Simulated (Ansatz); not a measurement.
**NaAlO3 (Pm-3m): equation of state with a fit from a Python script**

The task is an equation of state with a fit, for NaAlO3 (Pm-3m).

Computed with Ansatz 0.2.0, driven from Python. Level of theory: DFT PBEsol, plane waves, PAW.

## Step 1: The structure

It takes space group Pm-3m (No. 221, cubic). Conventional cell: a = 3.754 Å, b = 3.754 Å, c = 3.754 Å, α = 90.00°, β = 90.00°, γ = 90.00°. Around Na (site symmetry m-3m) lie 12 O at 2.65 Å. Around Al (site symmetry m-3m) lie 6 O at 1.88 Å. O (site symmetry 4/mmm) has 2 Al at 1.88 Å and 4 Na at 2.65 Å as nearest neighbours.

The script holds or builds the structure itself.

## Step 2: The code

The input, eos.py:

```python
"""Energy against volume for NaAlO3, with a fit."""

import ansatz
import numpy as np
from pymatgen.analysis.eos import EOS

vectors0 = np.array([
    [3.75438, 0.0, 0.0],
    [0.0, 3.75438, 0.0],
    [0.0, 0.0, 3.75438],
])
sites = [
    ("Na", [0.0, 0.0, 0.0]),
    ("Al", [0.5, 0.5, 0.5]),
    ("O", [0.5, 0.5, 0.0]),
    ("O", [0.5, 0.0, 0.5]),
    ("O", [0.0, 0.5, 0.5]),
]


def make_crystal(cell):
    crystal = ansatz.Crystal(lattice=ansatz.Lattice.of(cell))
    for symbol, position in sites:
        crystal = crystal.atom(symbol, position)
    return crystal

# scale the volume, keep shape and fractions
volumes, energies, pressures = [], [], []
for scale in np.linspace(0.92, 1.08, 7):
    cell = vectors0 * scale ** (1 / 3)
    base = (
        make_crystal(cell).calculation()
        .functional("PBEsol")
        .occupations("fermi_dirac", width=0.1)
        .basis(500)
        .kpoints(6, 6, 6)
        .stress()
    )
    r = base.run().report
    volumes.append(abs(np.linalg.det(cell)) / len(sites))
    energies.append(r["free_energy_ev"] / len(sites))
    pressures.append(np.trace(r["stress_gpa"]) / 3)
    print(f"V = {volumes[-1]:8.4f} A^3/atom  F = {energies[-1]:.5f} eV/atom  P = {pressures[-1]:8.3f} GPa")

for form in ["pourier_tarantola"]:
    fit = EOS(eos_name=form).fit(volumes, energies)
    print(f"{form:18s} V0 {fit.v0:8.4f} A^3/atom  B0 {fit.b0_GPa:7.1f} GPa  B1 {fit.b1:5.2f}")
```

## Step 3: The calls as engine input

The package turns the script's settings into the engine's input (first run):

```yaml
crystal:
  lattice:
    - [3.6514680373795483, 0.0, 0.0]
    - [0.0, 3.6514680373795483, 0.0]
    - [0.0, 0.0, 3.6514680373795483]
  atoms:
    - { symbol: Na, position: [0.0, 0.0, 0.0] }
    - { symbol: Al, position: [0.5, 0.5, 0.5] }
    - { symbol: O, position: [0.5, 0.5, 0.0] }
    - { symbol: O, position: [0.5, 0.0, 0.5] }
    - { symbol: O, position: [0.0, 0.5, 0.5] }
basis:
  ecutwfc: 500.0
kpoints:
  mp_grid:
    grid: [6, 6, 6]
hamiltonian:
  xc: pbesol
scf:
  occupations:
    method: fermi_dirac
    width: 0.1
output:
  stress: true
```

## Step 4: Running it

Run with:

```sh
$ python eos.py
```

**Question.** Where does the minimum lie against the volume typed, and how stiff is the crystal?

**Answer**, as computed:

| quantity | value |
| --- | --- |
| runs compared | 7 |
| range of energy | 53.75 meV/atom |
| lowest point, volume (Å³/atom) | 10.302 |
| equilibrium volume (fit) | 10.18 Å³/atom |
| bulk modulus (fit) | 138 GPa |

In words: A third-order Birch-Murnaghan fit through the 7 points (the script's own form differs a little) has its minimum at 10.18 Å³ an atom, 3.8 % below the typed cell, with a bulk modulus of 138 GPa and dB/dP = 4.1. From that minimum the energy rises by 8.8 meV an atom on the compressed side and 54.4 meV on the expanded side. Caveats:
- The mesh is modest for a metal, so energies can be off by several to tens of meV an atom and pressures by half a GPa or more; differences at equal mesh fare better.
- Pressure is positive in compression.
- The structure comes from a database of computed cells and needn't be a stable or known phase.
